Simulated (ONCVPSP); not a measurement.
# P: generating and testing an ONCV potential

Task: generate the file, and judge it by its errors in other configurations, its logarithmic derivatives, its ghosts and its cutoff.

Method: ONCVPSP 4.0.1, PBE, scalar-relativistic.

## 1. Settings

Typed settings, in words:

```
element                 : phosphorus (P, Z = 15)
type                    : optimised norm-conserving Vanderbilt (ONCV)
frozen core             : [Ne]
valence charge          : 5
reference configuration : 3s2 3p3
partial waves           : 3s: rc 1.25 bohr, ncon 4, nbas 8, qcut 5.6 1/bohr, 2 projectors, debl 3.6 Ha; 3p: rc 1.30 bohr, ncon 5, nbas 9, qcut 5.6 1/bohr, 2 projectors, debl 0.9 Ha
local potential         : polynomial inside 1.25 bohr (lpopt 1, dvloc0 0 Ha)
core correction         : not asked for
```

An earlier all-electron run gives the scale for the radii.

All-electron outer shells of the reference configuration (PBE, scalar-relativistic, ld1.x):

```json
{"shell": "2s", "level (eV)": "-173.99", "outermost node (bohr)": "0.14", "outermost maximum (bohr)": "0.42"}
{"shell": "2p", "level (eV)": "-124.49", "outermost node (bohr)": "–", "outermost maximum (bohr)": "0.36"}
{"shell": "3s", "level (eV)": "-13.97", "outermost node (bohr)": "0.65", "outermost maximum (bohr)": "1.58"}
{"shell": "3p", "level (eV)": "-5.51", "outermost node (bohr)": "0.64", "outermost maximum (bohr)": "1.83"}
```

## 2. Generating the potential

P.dat reads:

```
# ATOM AND REFERENCE CONFIGURATION
# atsym  z   nc   nv     iexc    psfile
  P 15.00    3    2        4      upf
#
#   n    l    f
    1    0    2.00
    2    0    2.00
    2    1    6.00
    3    0    2.00
    3    1    3.00
#
# PSEUDOPOTENTIAL AND OPTIMIZATION
# lmax
    1
#
#   l,   rc,      ep,       ncon, nbas, qcut
    0    1.25    0.00    4    8    5.60
    1    1.30    0.00    5    9    5.60
#
# LOCAL POTENTIAL
# lloc, lpopt,  rc(5),   dvloc0
    4    1    1.25    0.00
#
# VANDERBILT-KLEINMAN-BYLANDER PROJECTORs
# l, nproj, debl
    0    2    3.60
    1    2    0.90
#
# MODEL CORE CHARGE
# icmod, fcfact, rcfact
    0    0.00    0.00
#
# LOG DERIVATIVE ANALYSIS
# epsh1, epsh2, depsh
   -2.00    5.00    0.02
#
# OUTPUT GRID
# rlmax, drl
    6.00    0.01
#
# TEST CONFIGURATIONS
# ncnf
    4
# nvcnf
#   n    l    f
    2
    3    0    2.00
    3    1    2.00
#
    2
    3    0    2.00
    3    1    1.00
#
    2
    3    0    2.00
    3    1    0.00
#
    2
    3    0    0.00
    3    1    5.00
#
```

The run is started by

```sh
$ oncvpsp.x < P.dat > P.out
```

Before running it: what results should come out? Wanted: cutoffs for 1 and 0.1 mHa per electron, occupied waves; bound ghosts; GHOST(+) flags; largest test error; largest phase difference near zero energy, channels read.

As calculated:

| quantity | value |
| --- | --- |
| cutoffs for 1 and 0.1 mHa per electron, occupied waves | 116 Ha and 150 Ha |
| bound ghosts | s at -125.19 eV, p at -87.86 eV |
| GHOST(+) flags | p at 3245 eV |
| largest test error (AE − PS) | +17 meV, for 3s2 3p0 |
| largest phase difference near zero energy, channels read | 0.000 rad |

What this shows: It has a bound ghost (s, p), a state that the atom doesn't have, and that rules the file out. The worst unpolarised test, 3s2 3p0, is off by 17 meV on 58.6 eV; by total energies transferability rates as good. Atomic tests can pass in spite of a ghost, since they solve only for the levels asked. The potential is very hard: the looser tolerance needs 116 Ha. At the looser tolerance the 3p wave is the slowest; 3s needs 19 Ha. Near zero energy the phases of the channels with partial waves agree within 0.001 rad. The program also flags highly localised states, GHOST(+) (p). These are tests on the free atom; a crystal test is still owed.
